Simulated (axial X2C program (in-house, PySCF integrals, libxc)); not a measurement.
**TeRu⁺: from the state search to constants, part 1 of 2**

What are the state, bond length, wavenumber and bond energy of TeRu⁺, and what does spin–orbit coupling change?

Method: all-electron X2C, Te dyall-cv3z, Ru dyall-cv3z; program: an in-house X2C program for linear molecules on PySCF integrals.

All values are calculated.

## Step 1: The job

The input, task.json:

```json
{"zs": [52, 44], "q": 1, "bas": ["dyall-cv3z", "dyall-cv3z"], "levels": ["PBE0", "HF", "PBE"], "cc": true, "r0": 2.42, "thr": -1.0, "nmax": 90, "npts": 10, "nst": 2, "ntry": 6}
```

Keys: zs atomic numbers; q charge; bas basis sets; levels methods (HF also brings MP2); cc coupled cluster on or off; r0 starting distance in Å; thr threshold in hartree for freezing inner shells (an s shell follows its p shell); nmax most natural virtual spinors; npts points asked for on the curve; nst determinants followed; ntry starts of the search.

Started as:

```console
$ python so2c.py task.json out
```

Spin-free means the one-electron spin-free X2C Hamiltonian; two-component (2c) means X2C with spin–orbit coupling and atomic mean-field two-electron Coulomb and Gaunt terms. Basis: Te dyall-cv3z contracted to [11s12p8d4f1g], Ru dyall-cv3z contracted to [12s12p8d5f3g]; Gaussian nuclei, density fitting. Masses: Te 129.906 u, Ru 101.904 u.

Notation: σ, π±, δ± give the projection m of an orbital's angular momentum (0, ±1, ±2), α and β its spin, Λ and M_S the sums; ω is the projection of a spinor's total angular momentum and Ω the sum. Logs are in hartree.

The results follow Hamiltonian by Hamiltonian and level by level.

## Step 2: Search for the lowest determinant

Determinants are compared with PBE0 at 2.420 Å.

Spin-free determinants:

```
ΔE (eV)             state                                                     open shells
   0.00  M_S = 5/2, Λ = 0                    beyond closed shells: σα, π+α, π-α, δ+α, δ-α
   0.57  M_S = 3/2, Λ = 3                    beyond closed shells: σα, π+α, δ+α, δ+β, δ-α
   0.57  M_S = 3/2, Λ = 1                    beyond closed shells: σα, π-α, δ+α, δ+β, δ-α
   0.89  M_S = 3/2, Λ = 2                    beyond closed shells: σα, π+α, π+β, δ+α, δ-α
   0.89  M_S = 3/2, Λ = 0                    beyond closed shells: σα, π+β, π-α, δ+α, δ-α
   1.01  M_S = 5/2, Λ = 3  beyond closed shells: σα, 2 × π+α, π+β, 2 × π-α, δ+α, δ+β, δ-α
   1.04  M_S = 3/2, Λ = 1                             beyond closed shells: π+α, δ+α, δ-α
```

Two-component determinants:

```
ΔE (eV)     state                                        open shells
   0.00   Ω = 5/2                      excess of +ω over −ω: ω = 5/2
   0.44   Ω = 3/2                      excess of +ω over −ω: ω = 3/2
   0.48   Ω = 3/2   excess of +ω over −ω: ω = 1/2, ω = -3/2, ω = 5/2
   0.50   Ω = 7/2         excess of +ω over −ω: 2 × ω = 1/2, ω = 5/2
   0.67   Ω = 9/2    excess of +ω over −ω: ω = 1/2, ω = 3/2, ω = 5/2
   0.78  Ω = 11/2         excess of +ω over −ω: 2 × ω = 3/2, ω = 5/2
   0.79   Ω = 1/2  excess of +ω over −ω: ω = -1/2, ω = -3/2, ω = 5/2
```

## Step 3: PBE0, spin-free

State followed: M_S = 5/2, Λ = 0 (beyond closed shells: σα, π+α, π-α, δ+α, δ-α). The scan is laid around 2.474 Å, a first estimate of the minimum, and this SCF restarts from the orbitals of the search.

Output at 2.474 Å:

```text
spin-free X2C-1e  PBE0
basis functions 274  fitting functions 1301  grid points 5802
iter        total energy     max residual
   1     -11317.403100111     1.01e+01
   2     -11323.296144856     3.81e-02
   3     -11323.284289522     4.45e-02
   4     -11323.321614820     1.46e-02
   5     -11323.327370139     7.41e-03
   6     -11323.328757643     9.40e-04
   7     -11323.328768176     2.18e-04
   8     -11323.328770329     6.53e-05
   9     -11323.328771170     3.68e-05
  10     -11323.328771373     5.67e-06
  11     -11323.328771383     1.82e-06
  12     -11323.328771383     9.43e-07
converged
one-electron -16523.69207105  Coulomb 5022.63140246  exact exchange -76.76656518  xc functional -234.89420479  nuclear repulsion 489.39266717
```

Along the bond, energies from the lowest point:

```tsv
R (Å)	E (eV)	μ (D)	HOMO (eV)	LUMO (eV)	iterations
2.152	1.0132	3.54	-12.31	-9.51	13
2.251	0.3963	3.70	-12.35	-9.35	12
2.326	0.1458	3.78	-12.39	-9.22	13
2.400	0.0257	3.84	-12.42	-9.10	13
2.474	0.0000	3.88	-12.45	-8.97	12
2.561	0.0537	3.89	-12.49	-8.94	12
2.647	0.1670	3.89	-12.53	-8.95	12
2.759	0.3632	3.87	-12.34	-8.96	12
2.895	0.6355	3.85	-12.10	-8.95	12
3.092	1.0264	3.87	-11.85	-8.89	13
```

Dipoles are positive if Ru is the positive end and refer to the centre of mass.

Outer orbitals at the reference distance:

```json
{"symmetry": "σα", "occupied": "yes", "ε (eV)": "-23.08", "atomic character": "73% Te s, 10% Ru p, 9% Ru d"}
{"symmetry": "σβ", "occupied": "yes", "ε (eV)": "-21.57", "atomic character": "71% Te s, 10% Ru p, 10% Ru d"}
{"symmetry": "δ-α", "occupied": "yes", "ε (eV)": "-15.58", "atomic character": "100% Ru d"}
{"symmetry": "δ+α", "occupied": "yes", "ε (eV)": "-15.58", "atomic character": "100% Ru d"}
{"symmetry": "σα", "occupied": "yes", "ε (eV)": "-15.35", "atomic character": "75% Ru d, 20% Te p, 4% Te s"}
{"symmetry": "π-α", "occupied": "yes", "ε (eV)": "-15.10", "atomic character": "84% Ru d, 14% Te p"}
{"symmetry": "π+α", "occupied": "yes", "ε (eV)": "-15.10", "atomic character": "84% Ru d, 14% Te p"}
{"symmetry": "σβ", "occupied": "yes", "ε (eV)": "-13.55", "atomic character": "60% Te p, 24% Ru d, 7% Ru s"}
{"symmetry": "π+β", "occupied": "yes", "ε (eV)": "-13.01", "atomic character": "79% Ru d, 17% Te p"}
{"symmetry": "π-β", "occupied": "yes", "ε (eV)": "-13.01", "atomic character": "79% Ru d, 17% Te p"}
{"symmetry": "σα", "occupied": "yes", "ε (eV)": "-12.93", "atomic character": "50% Te p, 33% Ru s, 14% Ru d"}
{"symmetry": "π+α", "occupied": "yes", "ε (eV)": "-12.45", "atomic character": "72% Te p, 18% Ru d, 5% Ru p"}
{"symmetry": "π-α", "occupied": "yes", "ε (eV)": "-12.45", "atomic character": "72% Te p, 18% Ru d, 5% Ru p"}
{"symmetry": "δ+β", "occupied": "no", "ε (eV)": "-8.97", "atomic character": "100% Ru d"}
{"symmetry": "δ-β", "occupied": "no", "ε (eV)": "-8.97", "atomic character": "100% Ru d"}
{"symmetry": "π+β", "occupied": "no", "ε (eV)": "-8.92", "atomic character": "66% Te p, 22% Ru d, 7% Ru p"}
{"symmetry": "π-β", "occupied": "no", "ε (eV)": "-8.92", "atomic character": "66% Te p, 22% Ru d, 7% Ru p"}
```

PBE0 fields in the half plane through the axis: z from -2.4 to 4.8 Å across, distance from the axis 0.15 to 2.25 Å upwards; Te lies at z = 0 and Ru at z = 2.474 Å; the ELF is damped to zero where the density is low.

log10 density (e/bohr³). Ten even steps from '0' (-4.86 ) to '9' (1.83 ):
```
0011222222222222222211000
0112233333333333332221100
1122334444443333333322110
1223344444444444444433211
1233445555554455555443221
2234455666555556666543321
2334556777655567776544321
2334557898755567987654321
```

ELF. Ten even steps from '0' (0.00 ) to '9' (0.80 ):
```
0000123332211001000000000
0001356665432112111100000
0014688988654322212110000
0136899998875432222210000
0258999766786433344320000
0369985333377447776420000
1479963898356369689510000
1489945696536373968510000
```

Re = 2.461 Å, ωe = 247.8 cm⁻¹, ωexe = 0.722 cm⁻¹, Be = 0.04873 cm⁻¹, De = 2.99 eV, μ = 3.87 D.

## Step 4: HF, spin-free

Output at 2.474 Å:

```text
spin-free X2C-1e  HF
basis functions 274  fitting functions 1301  grid points 5802
iter        total energy     max residual
   1     -11318.734262149     2.87e-01
   2     -11318.778324477     6.96e-03
   3     -11318.784903055     5.59e-03
   4     -11318.787905529     3.74e-03
   5     -11318.789868415     2.19e-03
   6     -11318.790911101     1.64e-03
   7     -11318.791096697     7.58e-04
   8     -11318.791174742     3.69e-04
   9     -11318.791191945     1.21e-04
  10     -11318.791194918     4.86e-05
  11     -11318.791195221     1.90e-05
  12     -11318.791195271     1.02e-05
  13     -11318.791195278     6.05e-06
  14     -11318.791195280     2.40e-06
  15     -11318.791195280     3.89e-07
converged
one-electron -16523.71788275  Coulomb 5022.83209001  exact exchange -307.29806971  xc functional 0.00000000  nuclear repulsion 489.39266717
```

Re = 2.721 Å, ωe = 141.9 cm⁻¹, ωexe = 0.613 cm⁻¹, Be = 0.03988 cm⁻¹, De = 1.10 eV, μ = 4.16 D.

## Step 5: PBE, spin-free

Output at 2.474 Å:

```text
spin-free X2C-1e  PBE
basis functions 274  fitting functions 1301  grid points 5802
iter        total energy     max residual
   1     -11323.191659810     9.93e-02
   2     -11323.197514126     7.30e-03
   3     -11323.149790509     4.17e-02
   4     -11323.197973870     6.01e-03
   5     -11323.199072521     1.64e-03
   6     -11323.199140033     5.70e-04
   7     -11323.199148705     6.88e-05
   8     -11323.199148789     4.86e-05
   9     -11323.199148861     1.34e-05
  10     -11323.199148865     8.52e-06
  11     -11323.199148867     4.67e-06
converged
one-electron -16522.84353158  Coulomb 5021.72251972  exact exchange 0.00000000  xc functional -311.47080419  nuclear repulsion 489.39266717
```

Re = 2.461 Å, ωe = 254.6 cm⁻¹, ωexe = 0.609 cm⁻¹, Be = 0.04872 cm⁻¹, De = 3.70 eV, μ = 3.51 D.

## Step 6: Correlated methods, spin-free

Correlated methods: 13 electrons correlated (frozen shells, counted by type: Te 4 s, 3 p, 2 d; Ru 4 s, 3 p, 1 d), 341 virtual spinors in MP2, 90 natural virtuals in coupled cluster.

Output of the correlated part at 2.474 Å:

```text
correlated 13  virtual 341  natural virtual 90  E(MP2) -0.302612561  MP2 remainder -0.022450878
iter   CCSD correlation   residual
   1     -0.284920882   1.29e-01
   2     -0.291837657   6.57e-02
   3     -0.295714260   3.96e-02
   4     -0.297073638   2.30e-02
   5     -0.297848421   1.06e-02
   6     -0.297908218   3.68e-03
   7     -0.297924798   1.45e-03
   8     -0.297931725   6.15e-04
   9     -0.297923355   2.51e-04
  10     -0.297925643   9.23e-05
  11     -0.297924002   3.99e-05
  12     -0.297924280   1.90e-05
  13     -0.297924103   8.76e-06
  14     -0.297923917   3.93e-06
  15     -0.297923836   1.91e-06
  16     -0.297923778   9.90e-07
  17     -0.297923755   4.65e-07
  18     -0.297923750   2.39e-07
(T) -0.014124709  T1 0.0599  D1 0.1161  max T2 0.064
```

T1 in the output is the amplitude norm over the root of the electron number; divide by √2 for the Lee–Taylor value.

MP2: Re = 2.461 Å, ωe = 230.8 cm⁻¹, Be = 0.04873 cm⁻¹, De = 2.32 eV.

CCSD: Re = 2.494 Å, ωe = 225.4 cm⁻¹, ωexe = 0.903 cm⁻¹, Be = 0.04746 cm⁻¹, De = 2.26 eV. T1 at Re = 0.042 (Lee–Taylor, the printed value over √2).

CCSD(T): Re = 2.477 Å, ωe = 239.4 cm⁻¹, ωexe = 0.867 cm⁻¹, Be = 0.04813 cm⁻¹, De = 2.41 eV. T1 at Re = 0.042 (Lee–Taylor, the printed value over √2).

## Step 7: A higher determinant, spin-free

State: M_S = 3/2, Λ = 3 (beyond closed shells: σα, π+α, δ+α, δ+β, δ-α).

Output at the reference distance:

```text
spin-free X2C-1e  PBE0
basis functions 274  fitting functions 1301  grid points 5802
iter        total energy     max residual
   1     -11317.419836881     9.91e+00
   2     -11323.274384934     3.76e-02
   3     -11323.261481042     4.41e-02
   4     -11323.289793364     2.27e-02
   5     -11323.304951348     6.64e-03
   6     -11323.306446079     1.20e-03
   7     -11323.306476811     2.82e-04
   8     -11323.306482003     2.06e-04
   9     -11323.306484564     1.41e-04
  10     -11323.306485401     1.12e-05
  11     -11323.306485444     6.12e-06
  12     -11323.306485453     6.36e-06
  13     -11323.306485457     3.48e-06
  14     -11323.306485458     4.67e-07
converged
one-electron -16523.55454736  Coulomb 5022.46112369  exact exchange -76.74765508  xc functional -234.85807388  nuclear repulsion 489.39266717
```

```tsv
R (Å)	E above the lowest PBE0 point (eV)
2.152	1.254
2.251	0.797
2.326	0.637
2.400	0.583
2.474	0.606
2.561	0.704
2.647	0.854
2.759	1.099
2.895	1.442
```

Re = 2.411 Å, ωe = 251.0 cm⁻¹, ωexe = 0.382 cm⁻¹, Be = 0.05079 cm⁻¹, μ = 3.52 D. ⟨S²⟩ = 4.14 against 3.75 for a pure state, so this determinant mixes spins. Te = 0.58 eV.

## Step 8: The spin-free curves together

Energy (eV) of the followed determinant, spin-free, from each level's lowest point:

```tsv
R (Å)	PBE0	HF	MP2	CCSD	CCSD(T)	PBE
2.152	1.013	1.892	0.940	n/a	n/a	1.050
2.251	0.396	1.059	0.362	0.479	0.447	0.413
2.326	0.146	0.649	0.131	0.201	0.177	0.153
2.400	0.026	0.371	0.023	0.053	0.040	0.027
2.474	0.000	0.191	0.000	0.000	0.000	0.000
2.561	0.054	0.067	0.045	0.019	0.037	0.057
2.647	0.167	0.010	0.138	0.095	0.132	0.179
2.759	0.363	0.000	0.294	0.237	0.301	0.395
2.895	0.636	0.047	0.505	n/a	n/a	0.703
3.092	1.026	0.171	0.809	n/a	n/a	1.166
```

(Continued in part 2 of 2.)
